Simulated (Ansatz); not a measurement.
A nudged elastic band was laid between two geometries of a periodic cell of 31 atoms, Al (host Al, host structure fcc, one Al atom removed).

Level of theory: DFT PBEsol, scalar-relativistic, plane waves, PAW (Ansatz 0.2.0). Settings: PAW set soft_1, cutoff 420 eV, k mesh 2x2x2, gaussian smearing 0.1 eV, no spin polarisation.

```json
{
 "movable images": "5",
 "climbing image": "yes",
 "spring": "10.0 eV/Å²",
 "optimiser": "lbfgs",
 "start path": "straight line",
 "force threshold": "0.05 eV/Å",
 "iteration limit": "42",
 "end points": "relaxed"
}
```

Initial state:

```xyz
31
Lattice="8.1000 0.0000 0.0000 0.0000 8.1000 0.0000 0.0000 0.0000 8.1000" Properties=species:S:1:pos:R:3
Al 4.034 -0.007 -0.001
Al 6.071 -0.008 2.038
Al 0.006 -0.011 0.000
Al 2.019 2.026 -0.003
Al 4.035 4.064 -0.001
Al 6.073 6.079 -0.003
Al 2.022 -0.014 2.041
Al 4.032 2.028 2.036
Al 6.072 4.065 2.033
Al 4.029 -0.012 4.049
Al 6.073 2.029 4.046
Al 6.072 -0.006 6.061
Al 0.005 4.063 -0.003
Al 2.021 6.078 -0.001
Al 0.006 2.027 2.033
Al 2.021 4.071 2.038
Al 4.030 6.078 2.040
Al 0.014 -0.016 4.048
Al 2.022 2.025 4.047
Al 4.029 4.071 4.048
Al 6.074 6.079 4.048
Al 2.023 -0.015 6.055
Al 4.036 2.027 6.062
Al 6.071 4.064 6.061
Al 0.012 6.076 2.041
Al 0.012 4.068 4.046
Al 2.022 6.079 4.047
Al 0.008 2.024 6.058
Al 2.022 4.069 6.055
Al 4.030 6.078 6.056
Al 0.012 6.076 6.053
```

Final state:

Only the atoms that move by more than 0.05 Å are listed.
```
Al9 6.075 2.021 -0.004
```

Which bonds break or form, and what moves?

The atom that moves furthest is Al9, by 2.89 Å.

What energy profile does the band end with?

It converged. The highest image is number 3 of 0 to 6, 0.50 eV above the ends, which have the same energy within 2 meV. By the program's own check the climbing image is a first-order saddle point (lowest curvatures found: -1.14 and 0.45 eV/Å²). Limits of this set-up: coarse k mesh, PAW files made for another functional.

| image | path coordinate (Å) | energy (eV) |
| --- | --- | --- |
| 0 | 0.00 | 0.00 |
| 1 | 0.50 | 0.14 |
| 2 | 1.01 | 0.38 |
| 3 | 1.51 | 0.50 |
| 4 | 2.02 | 0.38 |
| 5 | 2.52 | 0.14 |
| 6 | 3.03 | 0.00 |

What is the geometry of the highest image?


```xyz
31
Lattice="8.1000 0.0000 0.0000 0.0000 8.1000 0.0000 0.0000 0.0000 8.1000" Properties=species:S:1:pos:R:3
Al 4.030 0.014 -0.027
Al 6.073 0.035 1.991
Al 0.016 0.014 -0.027
Al 2.023 2.012 -0.015
Al 3.864 4.111 -0.061
Al 6.073 6.041 0.033
Al 2.023 -0.056 2.041
Al 3.864 1.967 2.083
Al 6.073 3.039 1.012
Al 4.004 -0.009 4.059
Al 6.073 2.060 4.013
Al 6.073 0.008 6.081
Al 0.182 4.111 -0.061
Al 2.023 6.134 -0.019
Al 0.182 1.967 2.083
Al 2.023 4.065 2.038
Al 4.030 6.063 2.050
Al 0.042 -0.009 4.059
Al 2.023 2.009 4.106
Al 4.030 4.077 4.036
Al 6.073 6.069 4.042
Al 2.023 -0.001 6.072
Al 4.030 2.001 6.087
Al 6.073 4.018 6.108
Al 0.016 6.063 2.049
Al 0.016 4.077 4.036
Al 2.023 6.079 4.051
Al 0.016 2.001 6.086
Al 2.023 4.069 6.016
Al 4.004 6.087 6.063
Al 0.042 6.087 6.063
```

Time of the run: 9.8 min on 2 threads of Intel(R) Xeon(R) Platinum 8259CL CPU @ 2.50GHz (Skylake/Cascade Lake), on a shared host, peak memory 2 GiB.
